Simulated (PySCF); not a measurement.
**ZnHO+, a cluster of ions: interaction energy**

One table from this session's results is given with a row withheld; the runs are named, their logs left out.

Programs: PySCF 2.14.0. All values are calculated, for the isolated system unless a continuum is named. Atoms count from 0, parts from 1.

## The system as given

3 atoms, charge 1, multiplicity 1; geometry: GFN2-xTB. Parts: 1 = atom 0, `[Zn+2]`, charge 2; 2 = atoms 1–2, `[OH-]`, charge -1.

The first run:

The job: settings as JSON, then the geometry in Å.

```
{"job": {"xc": "PBE0", "basis": "def2-SVPD", "d3": "d3bj", "grid": 2, "kind": "geom", "shake": 0.01}, "charge": 1, "multiplicity": 1, "parts": [{"atoms": "0-0", "charge": 2, "multiplicity": 1}, {"atoms": "1-2", "charge": -1, "multiplicity": 1}]}
Zn    -0.015093     0.293469    -0.193826
O      0.114901     1.884109    -0.792768
H     -0.455092     2.160752    -1.575212
```

Started as:

```
$ OMP_NUM_THREADS=1 python cluster_run.py task.json out
```

This one command runs all jobs of the session in turn.

Among the steps run: Optimising the geometry at PBE0-D3(BJ)/def2-SVPD; Coupled-cluster interaction energy: CCSD(T) and MP2.

One table of the session follows, with a row left open; its other results are not shown here.

It belongs to the step «Coupled-cluster interaction energy: CCSD(T) and MP2». 

```
                 method  interaction energy (kcal/mol)
         HF/aug-cc-pVDZ                              ?
        MP2/aug-cc-pVDZ                        -420.39
       CCSD/aug-cc-pVDZ                        -418.84
    CCSD(T)/aug-cc-pVDZ                        -421.04
         HF/aug-cc-pVTZ                        -406.87
        MP2/aug-cc-pVTZ                        -424.19
    SCS-MP2/aug-cc-pVTZ                        -420.23
      MP2, extrapolated                        -425.19
CCSD(T), limit estimate                        -425.84
```

**Question.** Estimate the row for HF/aug-cc-pVDZ.

**Answer.** interaction energy (kcal/mol): -405.45. In the column «interaction energy (kcal/mol)» it is the highest.

Caveats from the session: At this geometry a test (T1, the size of the triples or of CCSD(T) less MP2, charge moved between the parts) flags the run, so its CCSD(T) estimate is not taken as a benchmark.
